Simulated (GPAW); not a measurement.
## Ge3Pd in GPAW: the effect of target pressure

Crystal: Ge3Pd.

```xyz
4
Lattice="4.1420 0.0000 0.0000 0.0000 4.1420 0.0000 0.0000 0.0000 4.1420" Properties=species:S:1:pos:R:3 pbc="T T T"
Pd    0.0000    0.0000    0.0000
Ge    2.0710    2.0710    0.0000
Ge    2.0710    0.0000    2.0710
Ge    0.0000    2.0710    2.0710
```

The cell comes from a database or a generator and needn't be the stable form of this composition.

Alike in all runs:

* Program: GPAW 26.7.0
* Task: relaxation of cell and atoms
* Functional: PBEsol
* Potentials or basis: PAW data sets generated in the run's folder for this functional
* Cutoff: 600 eV
* Basis: pw
* k mesh: 7 × 7 × 7
* Occupations: fermi-dirac, width 0.05 eV
* Spin: no spin polarisation

Each run relaxes the cell or the atoms first.

```csv
target pressure,target pressure,relaxed volume (Å³/atom)
0 GPa,-,16.86
2 GPa,2 GPa,16.56
5 GPa,5 GPa,16.15
10 GPa,10 GPa,15.58
20 GPa,20 GPa,14.71
30 GPa,30 GPa,?
```

What does the run with target pressure 30 GPa give?

Relaxed volume 14.05 Å³/atom.

Worked out: In Murnaghan's law V^(-B') rises as a straight line in P. The other rows fit best with B' = 4.7, V0 = 16.86 Å³/atom and B0 = 104 GPa, which gives 14.06 Å³/atom at 30 GPa, against the run's 14.05.

Caveats: later steps reuse the first step's grids; the volume moved by over 15 % at a fixed basis, so the end points are rough (some runs).
